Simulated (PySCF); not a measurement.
# From one method to the next for BrF

Aim: see what other levels and later steps give for BrF.

The runs use PySCF 2.14.0; method and basis as typed in the scripts.

2 further runs of the same task are left out: 2 that didn't finish.

### 1 The system as given

BrF: 2 atoms, charge 0, spin multiplicity 1.

Bond lengths: Br1–F2 1.557 Å.

### 2 The base run

Contents of input.py:

```python
from pyscf import gto, dft, tdscf

mol = gto.M(
    atom='Br 0 0 0; F 0 0 1.557',
    basis='cc-pvdz-dk',
    charge=0,
    spin=0,
    verbose=4,
)
mf = dft.RKS(mol, xc='blyp')
mf = mf.sfx2c1e()
mf = mf.density_fit(auxbasis='def2-universal-jkfit')
mf.kernel()
td = tdscf.TDA(mf)
td.nstates = 8
td.kernel()
td.analyze()
mf.dip_moment()
print('orbital energies (hartree):', mf.mo_energy[..., max(0, mol.nelec[1]-3):mol.nelec[0]+3].round(4))
```

Launch:

```sh
OMP_NUM_THREADS=1 python input.py
```

Its log is not repeated here.

In short: E(SCF) = -2706.055928 Eh, 9 cycles, μ = 0.84 D, excitations 4.76, 4.76, 9.90, 9.90, 13.27 eV.

The bond length is a typed value, not an optimised one.

### 3 B3lyp5

Edit 1 changes functional: blyp → b3lyp5.

Contents of input.py:

```python
from pyscf import gto, dft, tdscf

mol = gto.M(
    atom='Br 0 0 0; F 0 0 1.557',
    basis='cc-pvdz-dk',
    charge=0,
    spin=0,
    verbose=4,
)
mf = dft.RKS(mol, xc='b3lyp5')
mf = mf.sfx2c1e()
mf = mf.density_fit(auxbasis='def2-universal-jkfit')
mf.kernel()
td = tdscf.TDA(mf)
td.nstates = 8
td.kernel()
td.analyze()
mf.dip_moment()
print('orbital energies (hartree):', mf.mo_energy[..., max(0, mol.nelec[1]-3):mol.nelec[0]+3].round(4))
```

Launch:

```sh
OMP_NUM_THREADS=1 python input.py
```

### 4 Tpss

Edit 2 changes functional: blyp → tpss.

Edit input.py of step 2 so:

```diff
@@ -9,3 +9,3 @@
 )
-mf = dft.RKS(mol, xc='blyp')
+mf = dft.RKS(mol, xc='tpss')
 mf = mf.sfx2c1e()
```

### 5 Mn15l

Edit 3 changes functional: blyp → mn15l.

Edit input.py of step 2 so:

```diff
@@ -9,3 +9,3 @@
 )
-mf = dft.RKS(mol, xc='blyp')
+mf = dft.RKS(mol, xc='mn15l')
 mf = mf.sfx2c1e()
```

Before running it: what results should come out? Wanted: for each run, E(SCF); from base; gap; SCF dipole; after the SCF.

The runs gave:

| run | E(SCF) (hartree) | from base (eV) | cycles | gap (eV) | SCF dipole (D) | after the SCF |
| --- | --- | --- | --- | --- | --- | --- |
| base | -2706.055928 | 0 | 9 | 4.15 | 0.84 | lowest root found 4.76 eV |
| b3lyp5 | -2705.844450 | not comparable | 8 | 6.29 | 0.94 | lowest root found 4.91 eV |
| tpss | -2705.906413 | not comparable | 8 | 4.44 | 0.82 | lowest root found 4.95 eV |
| mn15l | -2707.256992 | not comparable | 8 | 5.39 | 0.87 | lowest root found 5.57 eV |

What this shows: The gap between the frontier levels is 4.1 eV with blyp (0 % exact exchange) and 6.3 eV with b3lyp5 (20 %): exact exchange opens it. Total energies of different functionals can't be compared with each other; differences within one functional can.
